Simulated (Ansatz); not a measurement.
Run this with Ansatz 0.2.0 through its Python package and show what comes out.

The script reads `lagao3.extxyz`:
```text
5
Lattice="3.913456 0.0 0.0 0.0 3.913456 0.0 0.0 0.0 3.913456" Properties=species:S:1:pos:R:3 pbc="T T T"
La    1.95672800    1.95672800    1.95672800
Ga    0.00000000    0.00000000    0.00000000
O     0.00000000    1.95672800    0.00000000
O     0.00000000    0.00000000    1.95672800
O     1.95672800    0.00000000    0.00000000
```

Script `run_bands.py`:
```python
"""Band structure of LaGaO3."""

import sys

import ansatz
import matplotlib.pyplot as plt
import numpy as np


def main() -> None:
    crystal = ansatz.Crystal.from_extxyz("lagao3.extxyz")

    # vertices of the path, as fractions of the reciprocal vectors
    path = [
        ("G", (0.0, 0.0, 0.0)),
        ("X", (0.0, 0.5, 0.0)),
        ("M", (0.5, 0.5, 0.0)),
        ("G", (0.0, 0.0, 0.0)),
        ("R", (0.5, 0.5, 0.5)),
        ("X", (0.0, 0.5, 0.0)),
    ]
    base = crystal.calculation()
    base = base.functional("PBEsol")
    base = base.basis(450)
    base = base.kpoints(mesh=(5, 5, 5), center="gamma")
    base = base.occupations("Fixed")
    base = base.band_structure([point for _, point in path], intervals=10)
    base = base.scf(extra_bands=6)
    try:
        done = base.run(threads=1, pin="off")
    except ansatz.NonConvergedError as error:
        sys.exit(f"no convergence: {error}")
    except ansatz.RefusalError as error:
        sys.exit(f"input refused: {error}")
    report = done.report

    print("%-22s %14.5f eV" % ("F = E - TS", report["free_energy_ev"]))
    print("%-22s %14.5f eV" % ("E", report["internal_energy_ev"]))
    print("%-22s %14.5f eV" % ("Harris-Foulkes", report["harris_foulkes_ev"]))
    print("%-22s %14.5f eV" % ("Fermi level", report["fermi_energy_ev"]))

    bands = done.band_structure()
    fermi = bands.fermi_energy_ev
    print(f"zero of the bands: {fermi:.3f} eV, the Fermi level found on the SCF mesh")
    reciprocal = 2 * np.pi * np.linalg.inv(done.lattice.cell_ang).T
    steps = np.linalg.norm(np.diff(bands.kpoints_frac @ reciprocal, axis=0), axis=1)
    distance = np.concatenate([[0], np.cumsum(steps)])
    fig, ax = plt.subplots(figsize=(5, 4))
    for channel, colour in zip(bands.channels, ("C0", "C3")):
        ax.plot(distance, channel.eigenvalues_ev - fermi, colour, lw=1)
    ax.set_xticks(distance[::10], [label for label, _ in path])
    ax.set(ylim=(-8, 8), ylabel="E - E_F (eV)", xlim=(0, distance[-1]))
    ax.grid(axis="x")
    fig.savefig("bands.png", dpi=100)
    first = bands.channels[0].eigenvalues_ev - fermi
    near = np.argsort(np.abs(first.mean(axis=0)))[:4]
    for band in sorted(near):
        print(f"band {band + 1}: {first[:, band].min():.3f} to {first[:, band].max():.3f} eV")


if __name__ == "__main__":
    main()
```

Running `python run_bands.py` prints:
```text
F = E - TS               -11592.89575 eV
E                        -11592.89575 eV
Harris-Foulkes           -11592.89575 eV
Fermi level                  10.99500 eV
zero of the bands: 10.995 eV, the Fermi level found on the SCF mesh
band 18: -2.152 to -0.036 eV
band 19: -1.640 to 0.061 eV
band 20: -1.058 to 0.061 eV
band 21: -1.016 to 0.061 eV
```

Caveats:
- Total energies depend on the potentials; only differences at equal settings carry meaning. A total without «per atom» is that of the cell as typed.
- The computed bands are complete only to about 4.2 eV above the Fermi level.
- With fixed filling the reported Fermi level is the top filled level among the k-points of the SCF.
- An absolute Fermi energy rests on an arbitrary zero of the periodic potential and has no direct meaning.
- Semilocal functionals put the empty 4f levels of La too low, which can move the conduction edge.
- This cell is a computed structure, which may not be the phase found in nature.
- Gaps and levels are Kohn-Sham values on a finite set of k-points, without spin-orbit coupling.
- It ran for 2.2 s on 1 thread of Intel(R) Xeon(R) 6975P-C (Granite Rapids), with other jobs on the host, peak memory 0.45 GiB.

(Lines on the test bed's own set-up are left out of the output.)
